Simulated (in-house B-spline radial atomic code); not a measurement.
**Er⁴⁰⁺: excited configurations in jj coupling**

Aim: the energies of several excited configurations of Er⁴⁰⁺ above a reference configuration, each from its own self-consistent run.

The numbers are computed with in-house B-spline radial atomic code version 1 (Dirac-Hartree-Fock, average of configuration, Fermi nucleus, basis-set limit), except any that are marked as measured or tabulated.

**1. The system**

- element: erbium (Z = 68)
- charge: +40
- electrons: 28
- configuration: 1s2 2s2 2p6 3s2 3p6 3d10
- Hamiltonian: Dirac-Coulomb
- nucleus: Fermi, rms radius 5.252 fm

The run's settings:

```ini
Z = 68
electrons = 28.0
configuration = 1s2 2s2 2p6 3s2 3p6 3d10
hamiltonian = dirac
method = hf
spin_polarised = False
nucleus = fermi
rms_radius = 5.2516
mass_number = 166
atomic_mass = 165.930301067
speed_of_light = 137.035999084
```

The reference is known from an earlier run: -12079.458897 hartree in all. Up to eight levels, counted from the top:

```tsv
orbital	occupation	energy (eV)	<r> (bohr)
2s1/2	2	-11644.2	0.08563
2p1/2	2	-11163.5	0.07137
2p3/2	4	-10239.7	0.07856
3s1/2	2	-3962.85	0.2202
3p1/2	2	-3755.39	0.2099
3p3/2	4	-3549.29	0.2221
3d3/2	4	-3207.77	0.1951
3d5/2	6	-3162.64	0.1989
```

**2. 1s2 2s2 2p6 3s2 3p6 3d-4 3d+5 4f+1**

In configurations, a minus sign after the shell means j = l − 1/2 and a plus sign j = l + 1/2; the count of electrons follows.

The run's settings:

```ini
Z = 68
electrons = 28.0
configuration = 1s2 2s2 2p6 3s2 3p6 3d-4 3d+5 4f+1
hamiltonian = dirac
method = hf
spin_polarised = False
nucleus = fermi
rms_radius = 5.2516
mass_number = 166
atomic_mass = 165.930301067
speed_of_light = 137.035999084
```

**3. Run with 1s2 2s2 2p6 3s2 3p-2 3p+3 3d10 6f+1**

The settings differ from step 2 so:

```diff
@@ -2,3 +2,3 @@
 electrons = 28.0
-configuration = 1s2 2s2 2p6 3s2 3p6 3d-4 3d+5 4f+1
+configuration = 1s2 2s2 2p6 3s2 3p-2 3p+3 3d10 6f+1
 hamiltonian = dirac
```

**4. Configuration 1s2 2s2 2p6 3s2 3p-2 3p+3 3d10 5f-1**

The settings differ from step 3 so:

```diff
@@ -2,3 +2,3 @@
 electrons = 28.0
-configuration = 1s2 2s2 2p6 3s2 3p-2 3p+3 3d10 6f+1
+configuration = 1s2 2s2 2p6 3s2 3p-2 3p+3 3d10 5f-1
 hamiltonian = dirac
```

**5. 1s2 2s2 2p6 3s2 3p-1 3p+4 3d10 7p-1**

The settings differ from step 4 so:

```diff
@@ -2,3 +2,3 @@
 electrons = 28.0
-configuration = 1s2 2s2 2p6 3s2 3p-2 3p+3 3d10 5f-1
+configuration = 1s2 2s2 2p6 3s2 3p-1 3p+4 3d10 7p-1
 hamiltonian = dirac
```

**6. 1s2 2s2 2p6 3s2 3p6 3d-3 3d+6 7f-1**

The settings differ from step 5 so:

```diff
@@ -2,3 +2,3 @@
 electrons = 28.0
-configuration = 1s2 2s2 2p6 3s2 3p-1 3p+4 3d10 7p-1
+configuration = 1s2 2s2 2p6 3s2 3p6 3d-3 3d+6 7f-1
 hamiltonian = dirac
```

Before running: How far above the reference does each configuration lie (order and size, in eV)?

As calculated:

| net move | configuration | energy above the reference (eV) | with Breit, QED, recoil (eV) | largest <r> (bohr) |
| --- | --- | --- | --- | --- |
| 3d5/2 → 4f7/2 | 1s2 2s2 2p6 3s2 3p6 3d-4 3d+5 4f+1 | 1667.80 | 1665.90 | 0.407 |
| 3p3/2 → 5f5/2 | 1s2 2s2 2p6 3s2 3p-2 3p+3 3d10 5f-1 | 2594.81 | 2590.74 | 0.729 |
| 3d3/2 → 7f5/2 | 1s2 2s2 2p6 3s2 3p6 3d-3 3d+6 7f-1 | 2722.81 | 2720.01 | 1.59 |
| 3p3/2 → 6f7/2 | 1s2 2s2 2p6 3s2 3p-2 3p+3 3d10 6f+1 | 2890.51 | 2886.33 | 1.13 |
| 3p1/2 → 7p1/2 | 1s2 2s2 2p6 3s2 3p-1 3p+4 3d10 7p-1 | 3217.63 | 3211.49 | 1.54 |

What this shows: The lowest of them is 3d5/2 → 4f7/2 at 1667.80 eV and the highest 3p1/2 → 7p1/2 at 3217.63 eV. Two partly filled shells share a symmetry and can mix in the average, which may lower the energy, for: 3p1/2 → 7p1/2. These are averages over configurations, without correlation, not spectroscopic levels.
